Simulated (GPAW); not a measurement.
TaWC2: band structure with PBEsol

TaWC2:

```
W Ta C
1.0
     1.57186    0.90751    5.10162
    -1.57186    0.90751    5.10162
     0.00000   -1.81502    5.10162
W Ta C
1 1 2
Cartesian
  0.0000 0.0000 0.0000
  0.0000 0.0000 7.6524
  0.0000 0.0000 3.8405
  0.0000 0.0000 11.4644
```

The cell comes from a database or a generator and needn't be the stable form of this composition.

| Item | Value |
| --- | --- |
| Program | GPAW 26.7.0 |
| Task | band structure |
| Functional | PBEsol |
| Potentials or basis | PAW data sets generated in the run's folder for this functional |
| Cutoff | 800 eV |
| Basis | pw |
| k mesh | 7 × 7 × 7 |
| Occupations | fermi-dirac, width 0.05 eV |
| Spin | no spin polarisation |
| Maxiter | 150 |
| Band path | GLB1,BZGX,QFP1Z,LP |
| Band points | 100 |

* Pressure: -10.8 GPa
* Largest force: 0.100 eV/Å
* Band gap along the path: none (metal or under the smearing width)

Forces in eV/Å, atoms in the order of the input:
```
W    0.000  0.000  0.000
Ta   0.000  0.000  0.000
C    0.000  0.000  0.100
C    0.000  0.000 -0.100
```

Stress tensor (GPa, compression positive):
```
-10.16   0.00   0.00
  0.00 -10.16   0.00
  0.00   0.00 -12.16
```

Levels at the corners of the path, in eV from the Fermi level:
```csv
point,band 16,band 17,band 18,band 19,band 20,band 21
Γ,-2.06,-0.79,-0.79,-0.73,-0.24,-0.24
L,-4.43,-1.30,-0.75,1.44,2.12,3.06
B1,-4.92,-0.45,-0.11,1.19,2.16,2.93
B,-4.92,-0.45,-0.11,1.19,2.16,2.93
Z,-4.34,-0.98,-0.98,0.16,0.16,0.22
Γ,-2.06,-0.79,-0.79,-0.73,-0.24,-0.24
X,-4.81,-0.52,0.57,0.75,1.98,2.94
Q,-4.81,-0.52,0.57,0.75,1.98,2.94
F,-2.18,-2.11,1.20,1.61,1.78,2.52
P1,-2.55,-2.20,1.20,1.35,2.06,2.29
Z,-4.34,-0.98,-0.98,0.16,0.16,0.22
L,-4.43,-1.30,-0.75,1.44,2.12,3.06
P,-2.55,-2.20,1.20,1.35,2.06,2.29
```

It took 3.9 min on 1 thread of Intel(R) Xeon(R) Platinum 8488C (Sapphire Rapids), on a shared host, peak memory 0.61 GiB.

Caveat: spin-orbit coupling is left out, which moves the levels of the heavy elements; the program warned that so skewed a cell can give wrong results.
